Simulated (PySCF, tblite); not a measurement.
# H₈O₂SeSi₃: geometry, infrared bands and NMR shifts

Wanted: the infrared bands and NMR shifts of H₈O₂SeSi₃ (`O[SiH2][Se][SiH2]O[SiH3]`), by calculation.

Programs: tblite 0.8.0 and PySCF 2.14.0, with density-fitted response routines of our own. Each step states its level of theory. These are calculated values for one molecule in the gas phase, unless marked as measured. Atoms are numbered from 0 throughout.

### Step 1. Starting geometry

14 atoms, charge 0, multiplicity 1; geometry from: force field or distance geometry start.

Bonds of the start (Å): O0–Si1 1.71, Si1–Se2 2.28, Se2–Si3 2.27, Si3–O4 1.74, O4–Si5 1.71, O0–H6 1.00, Si1–H7 1.46, Si1–H8 1.49, Si3–H9 1.47, Si3–H10 1.47, Si5–H11 1.47, Si5–H12 1.48, Si5–H13 1.48.

### Step 2. Relaxing the molecule with GFN2-xTB

What the job is given:

```
{"job": {"kind": "relax", "xc": "GFN2-xTB", "basis": "xTB"}, "charge": 0, "multiplicity": 1}
O     -2.246800     1.597700     0.351000
Si    -2.483100    -0.082300     0.120700
Se    -1.501000    -0.746200    -1.826900
Si     0.549200    -0.118400    -1.078600
O      0.953200    -1.080100     0.311900
Si     2.447200    -0.461700     0.878300
H     -2.651000     2.016000    -0.460200
H     -3.910500    -0.383600     0.091600
H     -1.858900    -0.816700     1.252700
H      0.509500     1.302100    -0.712700
H      1.532400    -0.347500    -2.142300
H      2.297400     0.941800     1.291200
H      2.869100    -1.242400     2.061700
H      3.492700    -0.579300    -0.160600
```

The run is started by

```
> OMP_NUM_THREADS=1 python probes_run.py task.json out
```

The driver reads the jobs from task.json and runs them one after another.

**Question.** This job is followed by: GFN2-xTB harmonic vibrations, gas phase; GIAO PBE0/pcSseg-1 NMR shielding, non-relativistic, gas phase. What will the session give for the following? strongest single infrared mode (GFN2-xTB); zero-point energy (GFN2-xTB); 1H shifts against TMS (PBE0/pcSseg-1, means over atoms taken as alike); 17O shifts against H2O (PBE0/pcSseg-1); 29Si shifts against TMS (PBE0/pcSseg-1); 77Se shifts against Me2Se (PBE0/pcSseg-1).

The runs gave:

| quantity | value |
| --- | --- |
| strongest single infrared mode (GFN2-xTB) | 706 cm⁻¹, 600 km/mol |
| zero-point energy (GFN2-xTB) | 47.9 kcal/mol |
| 1H shifts against TMS (PBE0/pcSseg-1, means over atoms taken as alike) | 5.85, 5.72, 5.14, 1.53 ppm |
| 17O shifts against H2O (PBE0/pcSseg-1) | 45.8, 25.3 ppm |
| 29Si shifts against TMS (PBE0/pcSseg-1) | -15.6, -21.1, -43.5 ppm |
| 77Se shifts against Me2Se (PBE0/pcSseg-1) | -339 ppm |

The optimisation took 142 steps and gained 1.025 eV; among the close pairs (by a distance rule), Si3–O4 changed most, from 1.738 to 1.610 Å. All 36 modes are real, so the xTB geometry is a minimum. The strongest single mode, at 706 cm⁻¹, is spread over several atoms, H7, H9, H10, H8 among them. GFN2-xTB is a fitted tight-binding method: band positions and strengths are rough. Its intensities can rank the bands wrongly. At PBE0/pcSseg-1: Shielding is most anisotropic at Se2 (span 477 ppm, paramagnetic term -911 ppm). Spin-orbit coupling is left out, which matters for shieldings and couplings at and beside the heavy atoms.
